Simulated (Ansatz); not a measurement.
# GeTa: the cost of one run

Method: def2-TZVPP, all electrons in the functionals, frozen cores in the correlation of double hybrids and RPA; program: Ansatz 0.2.0, Gaussian basis.

To be run: B2PLYP, RPA-PBE, at charge 0, doublet; charge 0, quartet; charge 1, singlet; charge 1, triplet.

14 further runs of the same task are left out: 9 for a known fault of the program, 5 set aside as unsound or not needed.

**1. The geometry**

The geometry is a PBE0/def2-TZVP stationary point (not a proven minimum). No spin-orbit coupling is included. Elements past krypton take def2 core potentials. The filled d shell of Ge may be among the frozen orbitals whatever the setting's name suggests; the logs give the count.

2 atoms, charge 0, spin multiplicity 2.

Atoms are counted from 1 here; the program's logs count them from 0.

Bond lengths: Ta1–Ge2 2.421 Å.

No dispersion term is added.

The geometry shown and the zero of energy belong to the point charge 0, doublet. The yardstick, UCCSD(T), and other wave-function levels (R restricted, U unrestricted, valence and pair active spaces) come from earlier runs.

**2. B2PLYP, charge 0, doublet**

in.yaml

```yaml
crystal:
  periodic: [false, false, false]
  atoms:
    - {symbol: Ta, position_ang: [0.000000, 0.000000, 0.000000]}
    - {symbol: Ge, position_ang: [0.000000, 0.000000, 2.421200]}
basis:
  gaussian: {orbitals: def2-TZVPP}
magnetization: {spin_polarized: true, initial_magnetization: 1}
hamiltonian: {xc: {name: B2PLYP}}
correlation: {electrons: outside_noble_gas}
```

Run with:

```console
$ ansatz run in.yaml --threads 2 --pin off --events-out ev --progress --plain --max-ram 24576MiB --backend cuda --devices 0, --max-vram 18GiB
```

Q: Estimate wall time and peak memory on 1 × H100 (card shared with other runs) with 2 threads of AMD EPYC 7R13, shared host.

About 36 s, with a peak of 0.81 GiB on the host.
